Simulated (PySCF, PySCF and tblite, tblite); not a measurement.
# C₃H₂F₂N₂OS: a path driven as rotation about a bond, and NMR exchange

How fast is rotation about a bond in C₃H₂F₂N₂OS (`FC(F)Oc1ncns1`), and when do the exchanging lines merge?

Computed with tblite 0.8.0 (tight binding) and PySCF 2.14.0 (DFT, with response routines of our own); each step states its level. Atoms count from 0 throughout.

### Step 1. The starting structure

11 atoms, charge 0, multiplicity 1; geometry from: force field or distance geometry start.

Bonds of the start (Å): C1–F2 1.37, C1–H9 1.09, C1–O3 1.41, C4–N5 1.31, C4–S8 1.72, C6–H10 1.08, C6–N7 1.33, F0–C1 1.34, N5–C6 1.39, N7–S8 1.67, O3–C4 1.32.

### Step 2. GFN2-xTB relaxation, start minimum

The job: settings as JSON, then the geometry in Å.

```
{"job": {"xc": "GFN2-xTB", "basis": "xTB", "kind": "relax"}, "charge": 0, "multiplicity": 1}
F     -3.142700    -0.155300     0.544800
C     -1.813800    -0.357200     0.573600
F     -1.456900    -0.402300     1.898400
O     -1.202200     0.772000    -0.018400
C      0.089200     0.600700    -0.253100
N      0.732300    -0.538500    -0.167100
C      2.058600    -0.298300    -0.521900
N      2.458400     0.920900    -0.884300
S      1.097700     1.885600    -0.791400
H     -1.596700    -1.318200     0.096000
H      2.781500    -1.106700    -0.502700
```

Run with:

```
> OMP_NUM_THREADS=1 python ens_run.py task.json out
```

The driver reads the study from task.json and runs its stages one after another.

What it wrote:

```text
step      E/eV     max force
  0    -818.05877    3.001
  1    -818.24502    0.950
  2    -818.27696    0.305
  3    -818.28299    0.180
  4    -818.28616    0.156
  5    -818.28764    0.120
  6    -818.28914    0.096
  7    -818.29000    0.078
  8    -818.29043    0.049
  9    -818.29062    0.049
 10    -818.29080    0.048
 11    -818.29104    0.044
 12    -818.29133    0.049
 13    -818.29162    0.055
 14    -818.29190    0.059
 15    -818.29227    0.066
 16    -818.29277    0.072
 17    -818.29332    0.076
 18    -818.29379    0.082
 19    -818.29417    0.077
 20    -818.29453    0.067
 21    -818.29490    0.049
 22    -818.29522    0.048
 23    -818.29547    0.046
 24    -818.29572    0.052
 25    -818.29601    0.050
 26    -818.29626    0.041
 27    -818.29641    0.038
 28    -818.29650    0.038
 29    -818.29657    0.037
 30    -818.29668    0.034
 31    -818.29681    0.036
 32    -818.29700    0.044
 33    -818.29721    0.044
 34    -818.29742    0.039
 35    -818.29760    0.035
 36    -818.29774    0.035
 37    -818.29790    0.037
 38    -818.29810    0.042
 39    -818.29832    0.038
 40    -818.29847    0.035
 41    -818.29855    0.021
 42    -818.29862    0.026
 43    -818.29867    0.017
 44    -818.29870    0.015
 45    -818.29872    0.014
 46    -818.29875    0.022
 47    -818.29879    0.030
 48    -818.29887    0.033
 49    -818.29897    0.028
 50    -818.29912    0.036
 51    -818.29934    0.046
 52    -818.29963    0.051
 53    -818.29998    0.047
 54    -818.30031    0.045
 55    -818.30042    0.079
 56    -818.30049    0.045
 57    -818.30070    0.019
 58    -818.30073    0.013
 59    -818.30076    0.015
 60    -818.30078    0.013
 61    -818.30080    0.010
 62    -818.30082    0.008
 63    -818.30083    0.006
 64    -818.30083    0.005
 65    -818.30083    0.006
 66    -818.30084    0.005
 67    -818.30084    0.004
 68    -818.30084    0.004
 69    -818.30084    0.002
```

It took 0.32 s on 1 thread of Arm Neoverse V2, shared host.

The energy fell by 0.242 eV, and the atoms moved 0.21 Å (root mean square).

### Step 3. Relaxed scan, rotation

The job: settings as JSON, then the geometry in Å.

```
{"job": {"xc": "GFN2-xTB", "basis": "xTB", "coordinate": [["t", [5, 4, 3, 1], 0.5], ["t", [8, 4, 3, 1], 0.5]], "kind": "drive"}, "charge": 0, "multiplicity": 1}
F     -3.085183    -0.232552     0.237424
C     -1.815376    -0.332709     0.639581
F     -1.834598    -0.316073     1.983953
O     -1.133061     0.761196     0.166599
C      0.146269     0.572538    -0.185696
N      0.797936    -0.543707    -0.183258
C      2.054628    -0.309388    -0.618945
N      2.385760     0.901074    -0.945651
S      1.119103     1.911919    -0.734774
H     -1.387555    -1.291552     0.303684
H      2.757500    -1.118076    -0.688880
```

What it wrote:

```text
point  coordinate     E/eV
  0    -72.300     -818.28824
  1    -57.500     -818.25385
  2    -42.600     -818.20367
  3    -27.600     -818.14758
  4    -12.500     -818.09681
  5      2.700     -818.06197
  6     17.800     -818.04635
  7     33.000     -818.05657
  8     48.100     -818.08245
  9     63.100     -818.11107
 10     78.000     -818.12952
 11     92.800     -818.13229
```

Run time: 1.6 s. Hardware: 1 thread of Arm Neoverse V2, shared host.

The highest point is number 6, 5.6 kcal/mol above the first.

### Step 4. Nudged elastic band, leg 1

Changed since step 3:

```diff
@@ -1,2 +1,2 @@
-{"job": {"xc": "GFN2-xTB", "basis": "xTB", "coordinate": [["t", [5, 4, 3, 1], 0.5], ["t", [8, 4, 3, 1], 0.5]], "kind": "drive"}, "charge": 0, "multiplicity": 1}
+{"job": {"xc": "GFN2-xTB", "basis": "xTB", "kind": "neb"}, "charge": 0, "multiplicity": 1}
 F     -3.085183    -0.232552     0.237424
```

What it wrote:

```text
image   E - E0 / eV
  0       0.0000
  1       0.0861
  2       0.2163
  3       0.2564
  4       0.2320
  5       0.1861
  6       0.1608
```

It took 1.2 s on 1 thread of Arm Neoverse V2, shared host.

The highest point is number 3, 5.9 kcal/mol above the first.

### Step 5. Saddle search, leg 1

The job: settings as JSON, then the geometry in Å.

```
{"job": {"xc": "GFN2-xTB", "basis": "xTB", "kind": "saddle"}, "charge": 0, "multiplicity": 1}
F     -3.193194    -0.136916     0.429611
C     -1.891842    -0.241628     0.682997
F     -1.602489     0.685230     1.624733
O     -1.226471     0.001938    -0.486722
C      0.114463     0.134630    -0.438248
N      0.949428    -0.666944    -1.011778
C      2.198117    -0.197852    -0.838713
N      2.364273     0.900001    -0.160205
S      0.929701     1.485460     0.330739
H     -1.681132    -1.238119     1.114968
H      3.039147    -0.725801    -1.247383
```

What it wrote:

```text
step      E/eV     max force
  0    -818.04445   0.0366
  1    -818.04754   0.1787
  2    -818.04623   0.0430
  3    -818.04769   0.0381
  4    -818.04856   0.1374
  5    -818.04813   0.0095
  6    -818.04890   0.0189
  7    -818.04938   0.0379
  8    -818.04962   0.0391
  9    -818.04967   0.0041
 10    -818.04968   0.0022
lowest wavenumbers (cm-1): -48.3 39.9 105.2 285.0 303.6 356.8
```

It took 1.4 s on 1 thread of Arm Neoverse V2, shared host.

Point group C1; 1 imaginary mode, 48i cm⁻¹, carried by F2, S8, O3, N5. Steps downhill from it reached both ends.

### Step 6. Shieldings, start: BHandHLYP/pcSseg-1

The job: settings as JSON, then the geometry in Å.

```
{"job": {"kind": "nmr", "xc": "BHandHLYP", "basis": "pcSseg-1", "pop": false}, "charge": 0, "multiplicity": 1}
F     -3.085183    -0.232552     0.237424
C     -1.815376    -0.332709     0.639581
F     -1.834598    -0.316073     1.983953
O     -1.133061     0.761196     0.166599
C      0.146269     0.572538    -0.185696
N      0.797936    -0.543707    -0.183258
C      2.054628    -0.309388    -0.618945
N      2.385760     0.901074    -0.945651
S      1.119103     1.911919    -0.734774
H     -1.387555    -1.291552     0.303684
H      2.757500    -1.118076    -0.688880
```

What it wrote:

```text
coarse grid: 11504 points
cycle   1  E = -897.5516261999  dE =  2.256e+00  |g| = 9.684e-01  |ddm| = 3.273e+00
cycle   2  E = -897.5198944371  dE =  3.173e-02  |g| = 1.110e+00  |ddm| = 1.128e+00
cycle   3  E = -897.7304107753  dE = -2.105e-01  |g| = 1.295e-01  |ddm| = 6.578e-01
cycle   4  E = -897.7331105012  dE = -2.700e-03  |g| = 7.660e-02  |ddm| = 1.522e-01
cycle   5  E = -897.7343948531  dE = -1.284e-03  |g| = 1.393e-02  |ddm| = 6.216e-02
cycle   6  E = -897.7344351255  dE = -4.027e-05  |g| = 4.993e-03  |ddm| = 1.379e-02
cycle   7  E = -897.7344409371  dE = -5.812e-06  |g| = 2.239e-03  |ddm| = 5.035e-03
final grid: 112520 points
cycle   8  E = -897.7878701367  dE = -1.620e-05  |g| = 3.176e-03  |ddm| = 1.076e-02
cycle   9  E = -897.7878695558  dE =  5.809e-07  |g| = 3.716e-03  |ddm| = 4.626e-03
cycle  10  E = -897.7878721279  dE = -2.572e-06  |g| = 4.480e-04  |ddm| = 2.445e-03
cycle  11  E = -897.7878721632  dE = -3.533e-08  |g| = 2.319e-04  |ddm| = 4.456e-04
cycle  12  E = -897.7878721750  dE = -1.186e-08  |g| = 6.199e-05  |ddm| = 2.224e-04
cycle  13  E = -897.7878721760  dE = -9.663e-10  |g| = 1.997e-05  |ddm| = 6.911e-05
converged SCF energy = -897.7878721760

GIAO shielding tensors (ppm)
atom      isotropic    diamagn.    paramagn.     s11        s22        s33       span
  0 F      293.099     468.680    -175.581    197.772    321.994    359.530    161.757
  1 C       68.528     240.314    -171.787     57.083     71.984     76.516     19.433
  2 F      281.733     471.611    -189.878    186.782    297.485    360.931    174.149
  3 O      152.334     400.029    -247.695     47.220    165.814    243.969    196.749
  4 C      -18.431     255.243    -273.674   -109.689      0.327     54.069    163.758
  5 N      -23.810     332.576    -356.386   -238.454    -52.258    219.281    457.735
  6 C       22.584     250.396    -227.812    -61.777     34.990     94.539    156.316
  7 N      -42.091     331.655    -373.745   -254.287    -65.114    193.128    447.415
  8 S      147.899    1055.921    -908.022    -73.246    246.835    270.108    343.354
  9 H       23.983      28.326      -4.343     19.616     24.494     27.839      8.223
 10 H       23.756      28.201      -4.445     19.482     24.391     27.394      7.912
```

Wall time 14 s (1 thread of Arm Neoverse V2, shared host); peak memory 0.75 GiB.

This run: HOMO -9.11 eV, LUMO -0.35 eV; dipole 1.10 D.

### Step 7. Shieldings, saddle of leg 1: BHandHLYP/pcSseg-1

The job: settings as JSON, then the geometry in Å.

```
{"job": {"kind": "nmr", "xc": "BHandHLYP", "basis": "pcSseg-1", "pop": false}, "charge": 0, "multiplicity": 1}
F     -3.175157    -0.330869     0.400639
C     -1.879735    -0.223234     0.678868
F     -1.757283     0.756029     1.606029
O     -1.234981     0.109483    -0.478487
C      0.111082     0.186616    -0.437903
N      0.910153    -0.630766    -1.038860
C      2.178546    -0.226933    -0.847776
N      2.392823     0.836227    -0.128600
S      0.984889     1.467849     0.383616
H     -1.524041    -1.164656     1.138183
H      2.993705    -0.779745    -1.275709
```

What it wrote:

```text
coarse grid: 11504 points
cycle   1  E = -897.5352371831  dE =  2.261e+00  |g| = 9.865e-01  |ddm| = 3.280e+00
cycle   2  E = -897.4931255503  dE =  4.211e-02  |g| = 1.154e+00  |ddm| = 1.172e+00
cycle   3  E = -897.7206840903  dE = -2.276e-01  |g| = 1.314e-01  |ddm| = 6.943e-01
cycle   4  E = -897.7235029935  dE = -2.819e-03  |g| = 7.938e-02  |ddm| = 1.550e-01
cycle   5  E = -897.7248831663  dE = -1.380e-03  |g| = 1.397e-02  |ddm| = 6.604e-02
cycle   6  E = -897.7249233186  dE = -4.015e-05  |g| = 6.140e-03  |ddm| = 1.544e-02
cycle   7  E = -897.7249325060  dE = -9.187e-06  |g| = 2.494e-03  |ddm| = 6.373e-03
final grid: 112520 points
cycle   8  E = -897.7792832493  dE = -1.636e-05  |g| = 3.683e-03  |ddm| = 1.003e-02
cycle   9  E = -897.7792821382  dE =  1.111e-06  |g| = 4.461e-03  |ddm| = 5.418e-03
cycle  10  E = -897.7792858787  dE = -3.741e-06  |g| = 4.730e-04  |ddm| = 3.014e-03
cycle  11  E = -897.7792859200  dE = -4.129e-08  |g| = 2.373e-04  |ddm| = 4.848e-04
cycle  12  E = -897.7792859325  dE = -1.248e-08  |g| = 6.765e-05  |ddm| = 2.309e-04
cycle  13  E = -897.7792859336  dE = -1.113e-09  |g| = 2.409e-05  |ddm| = 7.939e-05
cycle  14  E = -897.7792859338  dE = -1.928e-10  |g| = 1.348e-05  |ddm| = 3.076e-05
converged SCF energy = -897.7792859338

GIAO shielding tensors (ppm)
atom      isotropic    diamagn.    paramagn.     s11        s22        s33       span
  0 F      287.214     467.574    -180.359    202.039    305.277    354.326    152.287
  1 C       67.828     237.216    -169.388     56.826     70.809     75.847     19.021
  2 F      282.048     473.862    -191.814    202.448    270.990    372.706    170.258
  3 O      168.228     400.418    -232.190     55.651    188.001    261.032    205.380
  4 C      -16.545     255.039    -271.584   -116.572     11.494     55.445    172.017
  5 N      -58.735     329.207    -387.943   -316.402    -72.324    212.520    528.922
  6 C       21.895     252.220    -230.324    -62.359     29.985     98.060    160.419
  7 N      -64.249     332.720    -396.969   -289.062    -98.157    194.474    483.536
  8 S      101.634    1057.064    -955.430   -150.958    165.390    290.471    441.428
  9 H       25.620      27.870      -2.249     22.660     24.452     29.748      7.088
 10 H       23.377      28.009      -4.632     19.146     23.895     27.091      7.944
```

It took 14 s on 1 thread of Arm Neoverse V2, shared host; peak memory 0.77 GiB.

In short: HOMO -9.28 eV, LUMO -0.66 eV; dipole 1.30 D.

### Step 8. Shieldings, end: BHandHLYP/pcSseg-1

The job: settings as JSON, then the geometry in Å.

```
{"job": {"kind": "nmr", "xc": "BHandHLYP", "basis": "pcSseg-1", "pop": false}, "charge": 0, "multiplicity": 1}
F     -3.106660    -0.602850     0.517131
C     -1.899424    -0.072895     0.690960
F     -2.074062     1.251685     0.880816
O     -1.173593    -0.315023    -0.438463
C      0.147068    -0.103674    -0.391956
N      0.936521    -0.342048    -1.381125
C      2.200051    -0.043814    -1.020528
N      2.422873     0.404730     0.177117
S      1.023863     0.514252     1.006723
H     -1.445567    -0.486808     1.613264
H      3.006060    -0.179280    -1.717247
```

What it wrote:

```text
coarse grid: 11504 points
cycle   1  E = -897.5315433285  dE =  2.297e+00  |g| = 9.954e-01  |ddm| = 3.269e+00
cycle   2  E = -897.4819817556  dE =  4.956e-02  |g| = 1.176e+00  |ddm| = 1.207e+00
cycle   3  E = -897.7202007722  dE = -2.382e-01  |g| = 1.332e-01  |ddm| = 7.165e-01
cycle   4  E = -897.7231358356  dE = -2.935e-03  |g| = 7.663e-02  |ddm| = 1.517e-01
cycle   5  E = -897.7243931807  dE = -1.257e-03  |g| = 1.419e-02  |ddm| = 6.283e-02
cycle   6  E = -897.7244332834  dE = -4.010e-05  |g| = 6.144e-03  |ddm| = 1.608e-02
cycle   7  E = -897.7244424014  dE = -9.118e-06  |g| = 2.227e-03  |ddm| = 6.428e-03
final grid: 112520 points
cycle   8  E = -897.7787343956  dE = -1.654e-05  |g| = 3.413e-03  |ddm| = 1.057e-02
cycle   9  E = -897.7787333654  dE =  1.030e-06  |g| = 4.159e-03  |ddm| = 4.977e-03
cycle  10  E = -897.7787366088  dE = -3.243e-06  |g| = 4.889e-04  |ddm| = 2.807e-03
cycle  11  E = -897.7787366524  dE = -4.361e-08  |g| = 2.392e-04  |ddm| = 5.053e-04
cycle  12  E = -897.7787366648  dE = -1.245e-08  |g| = 6.376e-05  |ddm| = 2.171e-04
cycle  13  E = -897.7787366658  dE = -9.268e-10  |g| = 2.259e-05  |ddm| = 6.981e-05
converged SCF energy = -897.7787366658

GIAO shielding tensors (ppm)
atom      isotropic    diamagn.    paramagn.     s11        s22        s33       span
  0 F      287.737     467.485    -179.748    195.995    310.784    356.432    160.437
  1 C       67.558     237.764    -170.206     54.291     71.180     77.204     22.913
  2 F      281.692     473.105    -191.412    196.447    280.281    368.348    171.901
  3 O      129.112     399.670    -270.558     33.396    138.223    215.716    182.319
  4 C      -14.203     255.668    -269.871   -103.447      3.062     57.777    161.224
  5 N      -36.569     329.160    -365.729   -271.155    -51.126    212.575    483.729
  6 C       20.462     252.115    -231.653    -62.927     29.145     95.168    158.096
  7 N      -39.323     332.450    -371.773   -251.438    -59.452    192.921    444.360
  8 S      149.329    1057.575    -908.246    -67.191    231.412    283.766    350.957
  9 H       25.310      27.948      -2.638     21.765     26.124     28.041      6.276
 10 H       23.498      27.802      -4.303     19.185     23.887     27.424      8.239
```

It took 14 s on 1 thread of Arm Neoverse V2, shared host; peak memory 0.76 GiB.

In short: HOMO -9.18 eV, LUMO -0.40 eV; dipole 1.72 D.

### Step 9. Kinetics and line shapes

The job: settings as JSON, then the geometry in Å.

```
{"job": {"smiles": "FC(F)Oc1ncns1", "charge": 0, "mult": 1, "motion": "rotation", "what": "aryl ether", "atoms": [4, 3], "drives": [{"terms": [["t", [5, 4, 3, 1], 0.5], ["t", [8, 4, 3, 1], 0.5]], "by": 180, "n": 12}], "study": "path", "level": {"kind": "nmr", "xc": "BHandHLYP", "basis": "pcSseg-1"}, "fields": [300, 360, 600], "first": 5, "seed": 201, "kind": "path"}, "charge": 0, "multiplicity": 1}
F     -3.085183    -0.232552     0.237424
C     -1.815376    -0.332709     0.639581
F     -1.834598    -0.316073     1.983953
O     -1.133061     0.761196     0.166599
C      0.146269     0.572538    -0.185696
N      0.797936    -0.543707    -0.183258
C      2.054628    -0.309388    -0.618945
N      2.385760     0.901074    -0.945651
S      1.119103     1.911919    -0.734774
H     -1.387555    -1.291552     0.303684
H      2.757500    -1.118076    -0.688880
```

What it wrote:

```text
stationary points (kcal/mol above the start)
  n  kind          group   xTB      DFT    lowest mode
  0  minimum      C1       0.00     0.00      21.1
  1  saddle       C1       5.79     5.16     -48.3
  2  minimum      C1       3.71     5.34      43.9

GFN2-xTB energies: T/K, barrier G, reaction G (kcal/mol), k forward, k back (1/s)
 150.00     5.78     3.70    1.2e+04   2.94e+09
 200.00     5.91     3.74   1.46e+06   1.77e+10
 250.00     6.06     3.78   2.64e+07   5.28e+10
 298.15     6.21     3.81   1.74e+08   1.08e+11
 350.00     6.39     3.85   7.46e+08    1.9e+11
 400.00     6.57     3.89   2.14e+09   2.86e+11
 500.00     6.96     3.97   9.49e+09   5.16e+11

BHandHLYP/pcSseg-1 + D3(BJ) energies: T/K, barrier G, reaction G (kcal/mol), k forward, k back (1/s)
 150.00     5.14     5.33   9.99e+04   5.83e+12
 200.00     5.28     5.37   7.14e+06   5.25e+12
 250.00     5.43     5.41   9.41e+07   5.02e+12
 298.15     5.58     5.44   5.04e+08   4.94e+12
 350.00     5.76     5.49   1.85e+09   4.92e+12
 400.00     5.94     5.52   4.74e+09   4.94e+12
 500.00     6.32     5.60   1.79e+10   5.03e+12
```

Wall time 49 s (1 thread of Arm Neoverse V2, shared host); peak memory 0.77 GiB. This counts the whole study up to here.

Barriers by level (kcal/mol; entropies in cal/(mol K)). Zero-point and thermal terms come from xTB in every row. ΔG‡ leaves symmetry out; the rate counts one path; effective ΔG‡, where given, is the barrier that would give that rate by Eyring's equation alone:

| level | ΔE‡ | with zero-point | ΔH‡ | ΔS‡ | ΔG‡ (298 K) | ΔE of reaction | k at 298 K (1/s) | effective ΔG‡ |
| --- | --- | --- | --- | --- | --- | --- | --- | --- |
| GFN2-xTB | 5.79 | 5.53 | 5.03 | -4.0 | 6.21 | 3.71 | 1.7e+08 | 6.21 |
| BHandHLYP/pcSseg-1 + D3(BJ) | 5.16 | 4.90 | 4.40 | -4.0 | 5.58 | 5.34 | – | – |

Where the barrier is not positive, the rates in the log have no meaning.

### Step 10. Results

| quantity | value |
| --- | --- |
| barrier (GFN2-xTB) | ΔE‡ 5.8 kcal/mol |
| xTB's saddle at BHandHLYP/pcSseg-1 + D3(BJ) | 5.2 kcal/mol from the start, 4.9 with zero-point energy |

**Reading.** On the xTB geometries BHandHLYP/pcSseg-1 + D3(BJ) finds no proper saddle: the saddle lies below the end, so these points are not stationary on its surface. No rate or coalescence follows from it.
